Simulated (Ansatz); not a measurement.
# CdH₂OS: one species, many methods

How much do the methods differ for CdH₂OS? The plan is to run it at one geometry with functionals of several rungs and with coupled cluster, and see how far each lands from CCSD(T) at the basis-set limit for the atomisation energy.

Computed with Ansatz 0.2.0, Gaussian basis. Level: functionals in def2-TZVPP, the program's frozen cores in correlated methods.

Plan: LDA (SPW92), PBE-D4, revPBE-D4, BLYP-D4, r2SCAN-D4, B97M-V, PBE0-D4, B3LYP-D4, r2SCANh-D4, r2SCAN0-D4, HSE06-D4, BHLYP-D4, CAM-B3LYP-D4, LC-ωPBE, ωB97X-V, ωB97M-V, B2PLYP, PBE-QIDH; CCSD(T)/def2-SVP; CCSD(T)/def2-TZVPP; MP2/def2-QZVPP; extrapolation to the limit; RPA on PBE.

## (1) Structure used throughout

An earlier PBE0-D4 in a triple-zeta def2 set relaxation fixed the geometry. Cd takes the def2 core potential; no spin-orbit term is included.

5 atoms, charge 0, spin multiplicity 1.

Atoms are counted from 1 here; the program's logs count them from 0.

Bond lengths: O1–Cd2 1.968 Å, O1–H4 0.960 Å, Cd2–S3 2.318 Å, S3–H5 1.344 Å. Angles: Cd2–O1–H4 113.1°, O1–Cd2–S3 176.4°, Cd2–S3–H5 93.5°.

## (2) LDA

This LDA is Slater exchange with PW92 correlation.

in.yaml

```yaml
crystal:
  periodic: [false, false, false]
  atoms:
    - {symbol: O, position_ang: [-0.572860, -1.675390, 1.072479]}
    - {symbol: Cd, position_ang: [-0.225291, 0.044655, 0.181913]}
    - {symbol: S, position_ang: [0.190926, 2.131802, -0.737219]}
    - {symbol: H, position_ang: [-0.875575, -2.357511, 0.468933]}
    - {symbol: H, position_ang: [1.482800, 1.856443, -0.986106]}
basis:
  gaussian: {orbitals: def2-TZVPP}
hamiltonian: {xc: lda}
output: {orbitals: {seedname: orbitals}}
```

Command:

```sh
ansatz run in.yaml --threads 4 --pin off --events-out ev --progress --plain --max-ram 10444MiB
```

The runs that follow: PBE-D4 (GGA); revPBE-D4 (GGA); BLYP-D4 (GGA); r2SCAN-D4 (meta-GGA); B97M-V (meta-GGA); B3LYP-D4 (hybrid); r2SCANh-D4 (hybrid); r2SCAN0-D4 (hybrid); HSE06-D4 (hybrid); BHLYP-D4 (hybrid); CAM-B3LYP-D4 (range-separated); LC-ωPBE (range-separated); ωB97X-V (range-separated); ωB97M-V (range-separated); B2PLYP (double hybrid); PBE-QIDH (double hybrid); CCSD(T) in def2-SVP; CCSD(T) in def2-TZVPP; MP2 in def2-QZVPP; RPA on PBE orbitals.

**Question.** What will the summary of the whole plan be? Wanted: atomisation energy, CCSD(T)/CBS; farthest beyond LDA; mean size of error, GGA; mean size of error, meta-GGA; mean size of error, hybrid; mean size of error, range-separated; mean size of error, double hybrid; gap, smallest and largest; T1 diagnostic.

The runs gave:

| quantity | value |
| --- | --- |
| atomisation energy, CCSD(T)/CBS | 304.0 kcal/mol |
| functionals within 1.5 kcal/mol (0.5 %) | r2SCAN-D4, LC-ωPBE |
| farthest beyond LDA | BHLYP-D4 (-22.7 kcal/mol) |
| mean size of error, GGA | 6.2 kcal/mol |
| mean size of error, meta-GGA | 2.2 kcal/mol |
| mean size of error, hybrid | 9.5 kcal/mol |
| mean size of error, range-separated | 2.2 kcal/mol |
| mean size of error, double hybrid | 9.6 kcal/mol |
| gap, smallest and largest | 3.77 eV (BLYP-D4), 10.77 eV (LC-ωPBE) |
| T1 diagnostic | 0.0154 |
| triples share of the correlation energy | 3.3 % |

What this shows: LDA overbinds by 55.2 kcal/mol (18 %). PBE-D4 is off by +3.4 kcal/mol. Double hybrids carry the basis error of their MP2 part in triple zeta, and no dispersion term here, so their miss is partly the set-up's. Taken by rung, range-separated functionals do best (2.2 kcal/mol on average) and double hybrid ones worst beyond LDA (9.6 kcal/mol). The gap between the best rungs is small, so their order is not settled. The reference freezes the cores and leaves out spin-orbit coupling and excitations past (T), so misses under about 1.5 kcal/mol can't be ranked. All levels share the lack of spin-orbit coupling, which lowers the free heavy atoms and so the true binding. Hartree-Fock recovers 62 % of the binding; the rest is correlation. CCSD(T) in def2-SVP is off by -32.9 kcal/mol, which most functionals beat. Orbital gaps span 3.8 to 10.8 eV; exact exchange widens them. Correlated methods include outer-core shells of Cd, which these sets cover unevenly.
